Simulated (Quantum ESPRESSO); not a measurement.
# AlBN in Quantum ESPRESSO: the effect of functional

AlBN:

```
Al B N
1.0
     2.64562    0.00000    0.00000
     0.00000    2.64562    0.00000
     0.00000    0.00000    5.40264
Al B N
1 1 1
Direct
  0.50000 0.50000 0.00000
  0.50000 0.50000 0.50000
  0.00000 0.00000 0.00000
```

The cell was built by a generator and needn't be a form met in nature.

Alike in all runs:

| Quantity | Value |
| --- | --- |
| Program | Quantum ESPRESSO 7.5 |
| Task | phonons |
| Cutoff | 612 eV |
| Density cutoff | 4898 eV |
| k mesh | 8 × 8 × 4, shifted |
| Occupations | fermi-dirac, width 0.05 eV |
| Spin | no spin polarisation |

Each run relaxes the cell or the atoms first.

| functional | potentials or basis | relaxed volume (Å³/atom) | highest phonon frequency (cm⁻¹) |
| --- | --- | --- | --- |
| LDA | GBRV 1.5 LDA | 12.00 | 810 |
| PBEsol | GBRV 1.5 PBEsol | 12.30 | 790 |
| RPBE | GBRV 1.5 PBE | 14.09 | 768 |
| AM05 | GBRV 1.5 PBE | 12.28 | 786 |
| BLYP | GBRV 1.5 PBE | ? | ? |
| vdW-DF-cx | GBRV 1.5 PBE | 12.38 | 774 |

Question: What does the run with functional BLYP give?

Answer: Relaxed volume 15.64 Å³/atom; highest phonon frequency 759 cm⁻¹.

Caveats: the mesh is thin for the phonons of a metal; some modes are imaginary; the layers were relaxed without a dispersion term, so their spacing and the soft interlayer modes are unreliable (some runs); the potentials were made for another functional, which shifts forces and pressure (some runs); before the sum rule the acoustic modes lie tens of cm⁻¹ from zero, a sign that the density grid also shifts the optical modes (some runs); this functional lacks dispersion, which binds the layers, so the pressure and a relaxed spacing across them are unreliable (some runs); the volume moved by over 15 % at a fixed basis, so the end points are rough (some runs).

Runs at the PBE level aren't shown here.
